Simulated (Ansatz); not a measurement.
Geometry optimisation, DFT LDA, scalar-relativistic, plane waves, PAW in Ansatz.

Input file:

```yaml
crystal:
  lattice:
    - [0.0, 4.358, 4.358]
    - [4.358, 0.0, 4.358]
    - [4.358, 4.358, 0.0]
  atoms:
    - { symbol: Ta, position: [0.25, 0.25, 0.25] }
    - { symbol: "N", position: [0.0, 0.0, 0.0] }
    - { symbol: Ta, position: [0.25, 0.25, 0.75] }
    - { symbol: "N", position: [0.0, 0.0, 0.5] }
    - { symbol: Ta, position: [0.25, 0.75, 0.25] }
    - { symbol: "N", position: [0.0, 0.5, 0.0] }
    - { symbol: Ta, position: [0.25, 0.75, 0.75] }
    - { symbol: "N", position: [0.0, 0.5, 0.5] }
    - { symbol: Ta, position: [0.75, 0.25, 0.25] }
    - { symbol: "N", position: [0.5, 0.0, 0.0] }
    - { symbol: Ta, position: [0.75, 0.25, 0.75] }
    - { symbol: "N", position: [0.5, 0.0, 0.5] }
    - { symbol: Ta, position: [0.75, 0.75, 0.25] }
    - { symbol: "N", position: [0.5, 0.5, 0.0] }
    - { symbol: Ta, position: [0.75, 0.75, 0.75] }
    - { symbol: "N", position: [0.5, 0.5, 0.5] }
    - { symbol: F, position: [0.3714829, 0.8907972, 0.8762101] }
basis:
  ecutwfc: 420.0
kpoints:
  mp_grid: { grid: [4, 4, 4] }
hamiltonian:
  xc: lda
  pseudopotentials: { kind: paw, azcp: { folder: soft_1 } }
scf:
  occupations: { method: fermi_dirac, width: 0.15 }
  lower_state_search: "off"
relax:
  f_tol: 0.03
  max_steps: 60
  adjacent_minimum: "off"
```

Run as:

```bash
$ ansatz run input.yaml --threads 4 --pin off --max-ram 10240MiB --backend cpu --events-out ev --progress --plain --runs-dir out
```

Question: Where does it end, and by what steps?

Answer: It converged. The force dipped under the threshold on the way, but the program's further checks kept it going. Limits of this set-up: coarse k mesh, odd electron count without spin, PAW files made for another functional, a small cell, in which the defect meets its images, a typed lattice constant that wasn't relaxed here. After 12 steps the energy has fallen by 5.122 eV; N10 moved furthest, 0.25 Å.

```tsv
step	energy less start (eV)	largest force component (eV/Å)	accepted
0	0.0000	4.948	yes
1	-3.7903	2.028	yes
2	-4.4490	0.852	yes
3	-4.2470	0.912	no
4	-4.7101	0.390	yes
5	-5.0149	0.627	yes
6	-5.0111	0.496	no
7	-5.0812	0.147	yes
8	-5.0991	0.207	yes
9	-5.1045	0.175	yes
10	-5.1195	0.150	yes
11	-5.1223	0.018	yes
12	-5.1223	0.018	yes
```

```xyz
17
Lattice="0.0000 4.3580 4.3580 4.3580 0.0000 4.3580 4.3580 4.3580 0.0000" Properties=species:S:1:pos:R:3
Ta 2.148 2.037 2.217
N 0.094 -0.216 -0.087
Ta 4.492 4.344 2.312
N 2.271 2.305 0.090
Ta 4.492 2.192 4.232
N 2.271 -0.127 2.095
Ta 6.412 4.344 4.231
N 4.275 2.305 2.095
Ta 2.148 4.499 4.327
N 0.094 2.394 2.272
Ta 4.398 6.395 4.327
N 2.094 4.142 2.273
Ta 4.398 4.499 6.574
N 2.094 2.394 4.271
Ta 6.412 6.550 6.670
N 4.275 4.231 4.448
F 7.631 5.447 5.451
```

Whether the end is a true minimum wasn't checked by a vibrational analysis.

The run took 2.5 min on 4 threads of Arm Neoverse V2 (shared host), peak memory 0.82 GiB.
